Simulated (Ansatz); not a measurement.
**SiHClF2 (SMILES F[SiH](F)Cl): CCSD(T)/6-311+G(d,p)**

What is the vertical singlet–triplet gap of SiHClF2 at CCSD(T)/6-311+G**? 

The results are computed with Ansatz 0.2.0.

44 further runs of the same task are left out: 44 set aside as unsound or not needed. Runs told in other sessions of the task aren't counted.

## 1. Starting point

SiHClF2: 5 atoms, total charge 0, spin state singlet. As SMILES, `F[SiH](F)Cl`. The coordinates come from a PBE0-D4/def2-TZVP relaxation.

Bond lengths: F1–Si2 1.577 Å, Si2–F3 1.577 Å, Si2–Cl4 2.018 Å, Si2–H5 1.465 Å. Angles: F1–Si2–F3 107.6°, F1–Si2–Cl4 109.0°, F3–Si2–Cl4 109.0°, F1–Si2–H5 109.8°, F3–Si2–H5 109.8°, Cl4–Si2–H5 111.5°.

## 2. A single-point energy at CCSD(T)/6-311+G(d,p)

run.yaml

```yaml
crystal:
  periodic: [false, false, false]
  atoms:
    - {symbol: F, position_ang: [-0.339600, -0.621400, 1.420100]}
    - {symbol: Si, position_ang: [0.095900, -0.000200, 0.037800]}
    - {symbol: F, position_ang: [-0.033500, 1.566800, 0.156500]}
    - {symbol: Cl, position_ang: [-1.157500, -0.656000, -1.401500]}
    - {symbol: H, position_ang: [1.484600, -0.363000, -0.254200]}
basis:
  gaussian:
    orbitals: 6-311+G_st__st_-spherical.json
accuracy: high
scf:
  omitted_lower_state_checks: [cluster_reference, increment]
correlation:
  method: ccsd_t
  frozen_orbitals: {Cl: 5, F: 1, H: 0, Si: 5}
magnetization:
  spin_polarized: false
```

The basis set 6-311+G** is read from a file made from the Basis Set Exchange's data (not shown).

Run with:

```
$ ansatz run run.yaml --threads 1 --pin off --max-ram 3480MiB --events-out events.jsonl --progress --plain --runs-dir runs
```

Log, shortened:

```text
Warning: RAYON_NUM_THREADS=1 ignored (pool sized by the plan → 1); use --threads N
Functional definition: HF
  name "HF"
[...]
1916 factors; integrals over basis functions are off by at most 4.4e-9 eV
[...]
mean field -25800.34385794 eV, -948.1451486781 hartree, gradient 1.2e-8 eV, S^2 0.000000; 0 other end points of the search recorded, 0 dependent functions left out
12 core orbitals not correlated: weight in the atoms' cores, before any rotation towards them, 1.000 or more for the frozen orbitals, at most 0.000 for the correlated occupied ones
reference -25800.34385794 eV, -948.1451486781 hartree; 13, 13 occupied and 85, 85 virtual orbitals, 1916 factors
second order -17.51212091 eV of doubles, -0.00000000 eV of singles
cycle   1  -17.53426824 eV  change   -2.2e-2 eV  update   9.1e-2
[...]
cycle  19  -17.99807722 eV  change    1.0e-9 eV  update   1.7e-9
perturbative correction -0.43393601 eV, -0.0159468542 hartree
Total energy: -25818.77587116 eV, -948.8225126705 hartree
Checks for a lower state left out: cluster_reference, increment
```

It took 38 s on 1 thread of Arm Neoverse V1, shared host; peak memory 0.77 GiB.

## 3. The triplet at the same level

run.yaml, as its differences from that of step 2:

```diff
@@ -11,2 +11,8 @@
     orbitals: 6-311+G_st__st_-spherical.json
+magnetization:
+  spin_polarized: true
+  initial_magnetization: 2
+correlation:
+  method: ccsd_t
+  frozen_orbitals: {Cl: 5, F: 1, H: 0, Si: 5}
 accuracy: high
@@ -14,6 +20 @@
   omitted_lower_state_checks: [cluster_reference, increment]
-correlation:
-  method: ccsd_t
-  frozen_orbitals: {Cl: 5, F: 1, H: 0, Si: 5}
-magnetization:
-  spin_polarized: false
```

The basis set 6-311+G** is read from a file made from the Basis Set Exchange's data (not shown).

Run with:

```
$ ansatz run run.yaml --threads 1 --pin off --max-ram 3480MiB --events-out events.jsonl --progress --plain --runs-dir runs
```

Log, shortened:

```text
Warning: RAYON_NUM_THREADS=1 ignored (pool sized by the plan → 1); use --threads N
[... 2 set-up lines as earlier in the session ...]
[...]
1916 factors; integrals over basis functions are off by at most 4.4e-9 eV
[...]
mean field -25791.63738755 eV, -947.8251917926 hartree, gradient 3.0e-8 eV, S^2 2.009248; 13 other end points of the search recorded, 0 dependent functions left out
12 core orbitals not correlated: weight in the atoms' cores, before any rotation towards them, 1.000 or more for the frozen orbitals, at most 0.000 for the correlated occupied ones
reference -25791.63738755 eV, -947.8251917926 hartree; 14, 12 occupied and 84, 86 virtual orbitals, 1916 factors
second order -17.28901842 eV of doubles, -0.00000000 eV of singles
cycle   1  -17.38068604 eV  change   -9.2e-2 eV  update   1.0e-1
[...]
cycle  45  -17.93727293 eV  change  -7.5e-10 eV  update   2.0e-9
perturbative correction -0.46153998 eV, -0.0169612816 hartree
Total energy: -25810.03620046 eV, -948.5013356960 hartree
Checks for a lower state left out: cluster_reference, increment
```

It took 4.3 min on 1 thread of Arm Neoverse V1, shared host; peak memory 1.7 GiB.

## 4. Results

Level: CCSD(T)/6-311+G**, 12 core orbitals frozen.

```
                                             quantity          value
                                singlet: total energy  -948.82251 Eh
singlet: correlation energy (12 core orbitals frozen)     -677.4 mEh
                              singlet: (T) correction     -15.95 mEh
                               singlet: T1 diagnostic          0.012
                                triplet: total energy  -948.50134 Eh
triplet: correlation energy (12 core orbitals frozen)     -676.1 mEh
                              triplet: (T) correction     -16.96 mEh
           triplet: ⟨S²⟩ of the reference determinant          2.009
                               triplet: T1 diagnostic          0.027
     vertical energy of the triplet above the singlet       8.740 eV
```

What this shows: At this shape the triplet lies 8.74 eV (843 kJ/mol) above the singlet. The triples (singlet) make up 2.4 % of the correlation energy. The triples (triplet) make up 2.5 % of the correlation energy.
